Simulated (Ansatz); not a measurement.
# GeH₅O₂Si radical: one species, many methods

An exercise on one series of results from a longer session: the logs are not shown, and one member is left open.

Program: Ansatz 0.2.0, Gaussian basis. Level of theory: functionals in def2-TZVPP, the program's frozen cores in correlated methods. These are calculated values, not measurements.

The runs, in order: PBE-D4, r2SCAN-D4, PBE0-D4, B3LYP-D4, ωB97X-V, ωB97M-V, B2PLYP; CCSD(T)/def2-TZVPP; MP2/def2-QZVPP; extrapolation to the limit.

## The geometry

All runs share one geometry, relaxed beforehand with PBE0-D4 in a triple-zeta def2 set.

SMILES `O[SiH][GeH2][OH]`, 9 atoms, charge 0, spin multiplicity 2.

Atoms are counted from 1 here; the program's logs count them from 0.

Bond lengths: O1–Si2 1.658 Å, O1–H5 0.959 Å, Si2–Ge3 2.386 Å, Si2–H6 1.500 Å, Ge3–O4 1.792 Å, Ge3–H7 1.549 Å, Ge3–H8 1.545 Å, O4–H9 0.960 Å. Angles: Si2–O1–H5 117.4°, O1–Si2–Ge3 106.4°, O1–Si2–H6 109.7°, Ge3–Si2–H6 112.6°, Si2–Ge3–O4 102.8°, Si2–Ge3–H7 115.4°, Si2–Ge3–H8 112.0°, O4–Ge3–H7 108.5°, O4–Ge3–H8 109.7°, H7–Ge3–H8 108.2°, Ge3–O4–H9 112.4°.

The first run:

in.yaml reads:

```yaml
crystal:
  periodic: [false, false, false]
  atoms:
    - {symbol: O, position_ang: [-1.983456, 0.994648, 0.972621]}
    - {symbol: Si, position_ang: [-1.292443, 0.353116, -0.391314]}
    - {symbol: Ge, position_ang: [0.993144, -0.069170, 0.145983]}
    - {symbol: O, position_ang: [1.712419, -0.455925, -1.448652]}
    - {symbol: H, position_ang: [-2.938300, 0.948166, 1.047522]}
    - {symbol: H, position_ang: [-2.027544, -0.890064, -0.794728]}
    - {symbol: H, position_ang: [1.241138, -1.263626, 1.100596]}
    - {symbol: H, position_ang: [1.687402, 1.175708, 0.741160]}
    - {symbol: H, position_ang: [2.607640, -0.792862, -1.373179]}
basis:
  gaussian: {orbitals: def2-TZVPP}
magnetization: {spin_polarized: true, initial_magnetization: 1}
hamiltonian: {xc: pbe, dispersion: d4}
output: {forces: true, orbitals: {seedname: orbitals}}
```

Launch:

```
$ ansatz run in.yaml --threads 2 --pin off --events-out ev --progress --plain --max-ram 32768MiB --backend cpu
```

Steps of the session up to this table: PBE-D4 (GGA); r2SCAN-D4 (meta-GGA); PBE0-D4 (hybrid); B3LYP-D4 (hybrid); ωB97X-V (range-separated); ωB97M-V (range-separated); B2PLYP (double hybrid); CCSD(T) in def2-TZVPP; MP2 in def2-QZVPP.

One of the session's tables, all rows but one given; the rest of the session is left out.

| method | atomisation energy (eV) |
| --- | --- |
| PBE-D4 | 29.470 |
| r2SCAN-D4 | 29.385 |
| PBE0-D4 | 28.831 |
| B3LYP-D4 | 29.064 |
| ωB97X-V | 29.383 |
| ωB97M-V | 29.105 |
| B2PLYP | 28.804 |
| HF/def2-TZVPP | 20.277 |
| MP2/def2-TZVPP | 28.977 |
| CCSD/def2-TZVPP | 28.103 |
| CCSD(T)/def2-TZVPP | ? |
| MP2/CBS | 29.825 |
| CCSD(T)/CBS | 29.401 |

**Question.** Estimate the row for CCSD(T)/def2-TZVPP.

The run gave: atomisation energy (eV): 28.554. In the column «atomisation energy (eV)» it lies between CCSD/def2-TZVPP (28.103) and B2PLYP (28.804).

Some runs used a GPU and others CPU threads alone; cost is compared among the CPU runs only.

Among the levels timed on like hardware, those that no quicker one beats, quickest first: PBE-D4 (7 s, +0.069 eV); r2SCAN-D4 (13 s, -0.016 eV).
